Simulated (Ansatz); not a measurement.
# C (graphite type): the cost of one run

Method: DFT PBE, with the methods named in each step, in Ansatz 0.2.0.

### 1 The structure to begin with

Symmetry: P6_3/mmc, No. 194, hexagonal system. The conventional cell has a = 2.467 Å, b = 2.467 Å, c = 8.495 Å, α = 90.00°, β = 90.00°, γ = 120.00°. C (site symmetry -6m2) has 3 C at 1.42 Å as nearest neighbours.

Structure file:

```
C
1.0
     2.46657    0.00000    0.00000
    -1.23328    2.13611    0.00000
     0.00000    0.00000    8.49487
C
4
Direct
  0.00000 0.00000 0.25000
  0.00000 0.00000 0.75000
  0.33333 0.66667 0.25000
  0.66667 0.33333 0.75000
```

Whether this phase is the stable one at these pressures isn't tested.

Atoms are numbered in the order of the input: C1, C2, C3, C4.

### 2 The reference volume, LAPW

Contents of input.yaml:

```yaml
crystal:
  lattice:
    - [2.4665682607, 0.0, 0.0]
    - [-1.2332841304, 2.1361107739, 0.0]
    - [0.0, 0.0, 8.4948739003]
  atoms:
    - { symbol: C, position: [0.0, 0.0, 0.25] }
    - { symbol: C, position: [0.0, 0.0, 0.75] }
    - { symbol: C, position: [0.3333333333, 0.6666666667, 0.25] }
    - { symbol: C, position: [0.6666666667, 0.3333333333, 0.75] }
kpoints:
  mp_grid: { grid: [15, 15, 5] }
  band_path:
    path:
      - [0.0, 0.0, 0.0]
      - [0.5, 0.0, 0.0]
      - [0.3333333333, 0.3333333333, 0.0]
      - [0.0, 0.0, 0.0]
      - [0.0, 0.0, 0.5]
      - [0.5, 0.0, 0.5]
      - [0.3333333333, 0.3333333333, 0.5]
      - [0.0, 0.0, 0.5]
      - [0.5, 0.0, 0.5]
    npoints: 14
scf:
  occupations: { method: fermi_dirac, width: 0.1 }
hamiltonian:
  xc: pbe
  pseudopotentials: { kind: all_electron, lapw: { basis_error: 0.001 } }
output:
  forces: true
  stress: true
  eigenvalues: true
  populations: true
  dos: { projected: true, de: 0.2, e_range: [-14, 8] }
```

Command:

```sh
ansatz run input.yaml --threads 1 --pin off --max-ram 3072MiB --backend cpu --events-out ev --progress --plain --runs-dir out
```

**Question.** How long does this run take on 1 thread of Arm Neoverse V1, shared host, and how much memory does it need?

About 48 s, with a peak of 0.47 GiB.
